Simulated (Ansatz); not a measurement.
Working through a geometry optimisation of CH5FGeN2, SMILES NC=[N][GeH2][F]

Program: the Ansatz DFT code, driven from Python.

Notebook, run cell by cell (the value of a cell's last expression is shown):

**Cell 1**
```python
import itertools

import ansatz as az
from ase import Atoms
from ase.data import atomic_numbers, covalent_radii
import numpy as np
import pandas as pd
```

**Cell 2**
```python
BASIS_SET = "def2-SVP"
FUNCTIONAL = "b3lyp"
VDW = "d3bj"
```

**Cell 3**
```python
atoms = Atoms(["N", "C", "N", "Ge", "F", "H", "H", "H", "H", "H"], positions=[
    (0.0162, -0.8042, 1.4498),
    (-0.7122, -1.1702, 0.244),
    (-0.6635, -0.4981, -0.8807),
    (0.421, 1.0868, -1.128),
    (0.1577, 1.6107, -2.8013),
    (0.5617, 0.1121, 1.4853),
    (-0.1052, -1.3343, 2.3058),
    (-1.2697, -2.0503, 0.262),
    (-0.1716, 2.1887, -0.1181),
    (1.8487, 0.8075, -0.8158),
])
molecule = az.Crystal.molecule_from_ase(atoms)
```

**Cell 4**
```python
setup = (
    molecule.calculation()
    .basis(gaussian=BASIS_SET)
    .functional(FUNCTIONAL, dispersion=VDW)
)
symbols = [site.symbol for site in molecule.cartesian_sites]
start = np.array([site.position_ang for site in molecule.cartesian_sites], dtype=float)
rep = setup.relax(force_tolerance=0.02).run(threads=1).report
end = np.array(rep["positions_ang"])
```

**Cell 5**
```python
for key in ("converged", "free_energy_ev", "reference_energy_ev", "n_frozen", "n_occupied", "n_virtual"):
    print(f"{key:22s} {rep[key]}")
```
Output:
```text
converged              True
free_energy_ev         -63323.89844259266
reference_energy_ev    -63323.54559863244
n_frozen               0
n_occupied             [33, 33]
n_virtual              [80, 80]
```

**Cell 6**
```python
# pairs closer than 1.2 times the sum of covalent radii, before or after
radius = [covalent_radii[atomic_numbers[s]] for s in symbols]
span = lambda where, i, j: np.linalg.norm(where[i] - where[j])
bonded = [(i, j) for i, j in itertools.combinations(range(len(symbols)), 2) if min(span(start, i, j), span(end, i, j)) < 1.2 * (radius[i] + radius[j])]
print("pair        before    after (A)")
for i, j in bonded:
    print(f"{symbols[i]}{i}-{symbols[j]}{j}".ljust(10), f"{span(start, i, j):8.4f} {span(end, i, j):8.4f}")
```
Output:
```text
pair        before    after (A)
N0-C1        1.4555   1.3581
N0-H5        1.0670   1.0181
N0-H6        1.0141   1.0106
C1-N2        1.3111   1.2811
C1-H7        1.0420   1.1072
N2-Ge3       1.9363   1.8131
Ge3-F4       1.7731   1.7890
Ge3-H8       1.6079   1.5374
Ge3-H9       1.4879   1.5375
```

**Cell 7**
```python
charges = rep["charge_distribution"]
table = pd.DataFrame({"atom": symbols, "mulliken": charges["mulliken_charges_e"], "lowdin": charges["lowdin_charges_e"]})
print(table.round(3).to_string())
print("dipole (e A):", np.round(charges["dipole_moment_e_ang"], 4) + 0.0)
```
Output:
```text
  atom  mulliken  lowdin
0    N    -0.112   0.185
1    C     0.085  -0.070
2    N    -0.345  -0.051
3   Ge     0.732   0.132
4    F    -0.421  -0.075
5    H     0.131  -0.001
6    H     0.122   0.018
7    H     0.007  -0.008
8    H    -0.100  -0.065
9    H    -0.100  -0.065
dipole (e A): [ 0.0226 -0.3935  0.1725]
```

Notes:
- Total energies depend on the basis set; only differences at equal settings carry meaning.
- The end point is the stationary point reached from this start; no frequency run checks that it is a minimum, and the basis set is modest.
- The Löwdin charges here are taken after orthogonalising the functions within each atom; they differ from plain Löwdin charges, and their signs can be unphysical.
- Total less reference energy is the dispersion correction.
- b3lyp holds the VWN-RPA fit, as in Gaussian; the form of ORCA and Turbomole is b3lyp5.
- The whole script took 2.5 min on 1 thread of Intel(R) Xeon(R) 6975P-C (Granite Rapids), on a shared host, peak memory 0.4 GiB.

(Lines on the test bed's own set-up are left out of the output.)
